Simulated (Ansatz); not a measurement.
Write the native input for Ansatz 0.2.0 that does the following.

| Quantity | Value |
| --- | --- |
| Task | projected density of states |
| Functional | PBE |
| Potentials or basis | Ansatz PAW |
| Cutoff | 420 eV (not typed: the program's choice for these potentials) |
| k mesh | 5 × 5 × 4 |
| Occupations | fermi-dirac, width 0.05 eV |
| Spin | collinear spin, ferromagnetic start |
| Starting moments | [0.0, 0.0, 0.0, 0.0, 1.0, 0.0, 0.0, 0.0, 0.0, 0.0, 0.0, 0.0, 0.0, 0.0, 0.0, 0.0] μB |
| Hubbard terms | Ni d U = 2 eV, Ta d U = 2 eV |
| Hubbard projectors | ortho-atomic (the default) |
| Double counting | fll (the default) |

The system is Ta4NiO11.

```
Ta Ni O
1.0
     5.29285   -0.00032   -0.02518
    -0.04190    5.33569    0.02340
    -0.47620   -0.07999    7.89609
Ta Ni O
4 1 11
Direct
  0.52261 0.46364 0.51843
  0.55532 0.53163 0.98083
  0.02338 0.98832 0.50961
  0.04916 0.02484 0.01689
  0.06538 0.57998 0.26898
  0.96711 0.93834 0.23892
  0.21005 0.28324 0.42990
  0.27287 0.71995 0.06145
  0.33888 0.23820 0.03682
  0.30665 0.75341 0.45874
  0.50103 0.44858 0.74991
  0.70564 0.16332 0.48732
  0.73302 0.83358 0.94060
  0.85284 0.36497 0.07896
  0.81889 0.65561 0.47584
  0.07718 0.01239 0.74680
```

The cell was built by a generator and needn't be a form met in nature.

One way to write it, as run:

input.yaml

```yaml
crystal:
  lattice:
    - [5.29285, -0.00032, -0.02518]
    - [-0.0419, 5.33569, 0.0234]
    - [-0.4762, -0.07999, 7.89609]
  atoms:
    - { symbol: Ta, position: [0.52261, 0.46364, 0.51843] }
    - { symbol: Ta, position: [0.55532, 0.53163, 0.98083] }
    - { symbol: Ta, position: [0.02338, 0.98832, 0.50961] }
    - { symbol: Ta, position: [0.04916, 0.02484, 0.01689] }
    - { symbol: Ni, position: [0.06538, 0.57998, 0.26898], spin: 1.0 }
    - { symbol: O, position: [0.96711, 0.93834, 0.23892] }
    - { symbol: O, position: [0.21005, 0.28324, 0.4299] }
    - { symbol: O, position: [0.27287, 0.71995, 0.06145] }
    - { symbol: O, position: [0.33888, 0.2382, 0.03682] }
    - { symbol: O, position: [0.30665, 0.75341, 0.45874] }
    - { symbol: O, position: [0.50103, 0.44858, 0.74991] }
    - { symbol: O, position: [0.70564, 0.16332, 0.48732] }
    - { symbol: O, position: [0.73302, 0.83358, 0.9406] }
    - { symbol: O, position: [0.85284, 0.36497, 0.07896] }
    - { symbol: O, position: [0.81889, 0.65561, 0.47584] }
    - { symbol: O, position: [0.07718, 0.01239, 0.7468] }
hamiltonian:
  xc: pbe
  pseudopotentials: { kind: paw }
  hubbard:
    sites:
      - { species: Ni, l: d, u_eff: 2.0 }
      - { species: Ta, l: d, u_eff: 2.0 }
magnetization:
  spin_polarized: true
kpoints:
  mp_grid: { grid: [5, 5, 4] }
scf:
  occupations: { method: fermi_dirac, width: 0.05 }
  n_extra_bands: 40
output:
  forces: true
  stress: true
  eigenvalues: true
  dos: { projected: true, de: 0.05, nscf_kmesh: { grid: [8, 8, 6] } }
```

Potentials or basis: Ansatz PAW.

Command:

```bash
$ ansatz run input.yaml --threads 8 --pin off --max-ram 20480MiB --backend cpu --events-out ev --progress --plain --runs-dir out
```

Results of the run:

```
Pressure               : 1.0 GPa
Largest force          : 0.118 eV/Å
Band gap on the k mesh : 2.17 eV, indirect (least direct gap 2.26 eV)
Net moment             : 2.00 μB per cell
Absolute moment        : 2.08 μB per cell
Site moments           : Ta +0.00; Ni +1.57; O +0.08, +0.03, +0.05, +0.00, +0.06, +0.04 μB
```

Caveat: the magnetic or orbital state may not be the lowest; odd divisions of the mesh miss points on the zone boundary, where band edges often lie, so the gap on the mesh can be too wide; the pressure holds a Pulay correction of +0.6 GPa for the finite cutoff; spin-orbit coupling is left out, which moves the levels of the heavy elements; a cell with one magnetic atom can't hold antiferromagnetic order, which such compounds often take; the density of states is complete only up to the lowest level of the last band computed.

It took 5.8 min on 8 threads of Arm Neoverse V1 (shared host), peak memory 6.1 GiB.
